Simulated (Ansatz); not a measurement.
# C₃H₆AlF: how energies converge with the basis set

An exercise on one series of results from a longer session: the logs are not shown, and one member is left open.

Computed with Ansatz 0.2.0, Gaussian basis. Level: one geometry, several basis sets.

Levels to be run: PBE0-D4/def2-SVP; ωB97M-V/def2-SVP; PBE0-D4/def2-QZVPP; ωB97M-V/def2-QZVPP; the functionals' def2-TZVPP values are taken from earlier runs.

**The relaxed structure**

All runs share one geometry, relaxed beforehand with PBE0-D4 in a triple-zeta def2 set.

SMILES `F[CH2][Al]1[CH2][CH2]1`, 11 atoms, charge 0, spin multiplicity 1.

Atoms are counted from 1 here; the program's logs count them from 0.

Bond lengths: F1–C2 1.489 Å, C2–Al3 1.933 Å, C2–H6 1.088 Å, C2–H7 1.088 Å, Al3–C4 1.898 Å, Al3–C5 1.898 Å, C4–C5 1.599 Å, C4–H8 1.089 Å, C4–H9 1.089 Å, C5–H10 1.089 Å, C5–H11 1.089 Å. Angles: F1–C2–Al3 74.2°, F1–C2–H6 106.2°, F1–C2–H7 106.2°, Al3–C2–H6 123.3°, Al3–C2–H7 123.3°, H6–C2–H7 111.2°, C2–Al3–C4 154.9°, C2–Al3–C5 154.9°, C4–Al3–C5 49.8°, Al3–C4–C5 65.1°, Al3–C4–H8 122.7°, Al3–C4–H9 122.2°, C5–C4–H8 114.3°, C5–C4–H9 114.2°, H8–C4–H9 109.9°, Al3–C5–C4 65.1°, Al3–C5–H10 122.6°, Al3–C5–H11 122.4° and more.

The first run:

in.yaml

```yaml
crystal:
  periodic: [false, false, false]
  atoms:
    - {symbol: F, position_ang: [-1.155763, 1.875087, -0.363274]}
    - {symbol: C, position_ang: [0.165836, 2.239089, 0.217450]}
    - {symbol: Al, position_ang: [0.162095, 0.310861, 0.088421]}
    - {symbol: C, position_ang: [-0.244653, -1.449227, 0.670135]}
    - {symbol: C, position_ang: [0.375895, -1.352234, -0.800459]}
    - {symbol: H, position_ang: [-0.046044, 2.776027, 1.139580]}
    - {symbol: H, position_ang: [0.649619, 2.885228, -0.511927]}
    - {symbol: H, position_ang: [0.374927, -1.992091, 1.382119]}
    - {symbol: H, position_ang: [-1.264239, -1.829993, 0.700131]}
    - {symbol: H, position_ang: [1.343660, -1.839069, -0.909987]}
    - {symbol: H, position_ang: [-0.295931, -1.680578, -1.591787]}
basis:
  gaussian: {orbitals: def2-SVP}
hamiltonian: {xc: pbe0, dispersion: d4}
output: {orbitals: {seedname: orbitals}}
```

The run is started by

```sh
$ ansatz run in.yaml --threads 4 --pin off --events-out ev --progress --plain --max-ram 10444MiB
```

Among the steps run: PBE0-D4 in def2-SVP; ωB97M-V in def2-SVP; PBE0-D4 in def2-QZVPP; ωB97M-V in def2-QZVPP.

One table of the session follows, with a row left open; its other results are not shown here.

It belongs to the step «Density functionals: the series». 

```
functional       basis  HOMO (eV)
   PBE0-D4    def2-SVP      -5.64
   PBE0-D4  def2-TZVPP      -5.69
   PBE0-D4  def2-QZVPP      -5.70
   ωB97M-V    def2-SVP      -7.81
   ωB97M-V  def2-TZVPP      -7.87
   ωB97M-V  def2-QZVPP          ?
```

**Question.** Estimate the row for ωB97M-V, def2-QZVPP.

The run gave: HOMO (eV): -7.88. In the column «HOMO (eV)» it is the lowest.
